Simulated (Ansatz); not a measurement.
# HfI4: the cost of one run

Computed with Ansatz 0.2.0, Gaussian basis. Level: unrestricted cation, the program's frozen cores in correlated methods.

The runs, in order: UKS PBE-D4/def2-TZVPP; UKS r2SCAN-D4/def2-TZVPP; UKS PBE0-D4/def2-TZVPP; UKS B3LYP-D4/def2-TZVPP; UKS B2PLYP/def2-TZVPP; UHF-CCSD(T)/def2-TZVPP; UHF-MP2/def2-QZVPP; extrapolation to the limit; then −ε(HOMO) from the neutral's earlier runs with LDA (SPW92), PBE-D4, revPBE-D4, BLYP-D4, r2SCAN-D4, B97M-V, PBE0-D4, B3LYP-D4, r2SCANh-D4, r2SCAN0-D4, HSE06-D4, BHLYP-D4, CAM-B3LYP-D4, LC-ωPBE, ωB97X-V, ωB97M-V.

2 further runs of the same task are left out: 2 that didn't finish.

## Step 1: The geometry

The geometry comes from an earlier relaxation with PBE0-D4 in a triple-zeta def2 set; it is a stationary point. I, Hf take the def2 core potential; no spin-orbit term is included.

SMILES `[I][Hf]([I])([I])[I]`, 5 atoms, charge 0, spin multiplicity 1.

Atoms are counted from 1 here; the program's logs count them from 0.

Bond lengths: I1–Hf2 2.676 Å, Hf2–I3 2.676 Å, Hf2–I4 2.676 Å, Hf2–I5 2.676 Å. Angles: I1–Hf2–I3 109.5°, I1–Hf2–I4 109.5°, I1–Hf2–I5 109.5°, I3–Hf2–I4 109.5°, I3–Hf2–I5 109.5°, I4–Hf2–I5 109.5°.

## Step 2: Cation, UKS PBE-D4/def2-TZVPP

in.yaml reads:

```yaml
crystal:
  periodic: [false, false, false]
  atoms:
    - {symbol: I, position_ang: [-1.496633, -0.595692, 2.125759]}
    - {symbol: Hf, position_ang: [0.009983, -0.014721, -0.008302]}
    - {symbol: I, position_ang: [2.328255, -1.342405, 0.148216]}
    - {symbol: I, position_ang: [-1.283275, -0.737762, -2.236828]}
    - {symbol: I, position_ang: [0.491569, 2.616979, -0.070344]}
basis:
  gaussian: {orbitals: def2-TZVPP}
total_charge: 1
magnetization: {spin_polarized: true, initial_magnetization: 1}
hamiltonian: {xc: pbe, dispersion: d4}
```

The run is started by

```bash
$ ansatz run in.yaml --threads 2 --pin off --events-out ev --progress --plain --max-ram 22528MiB --backend cpu
```

**Question.** How long does this run take on 2 threads of AMD EPYC 7R13, shared host, and how much memory does it need?

About 96 s, with a peak of 1.1 GiB.
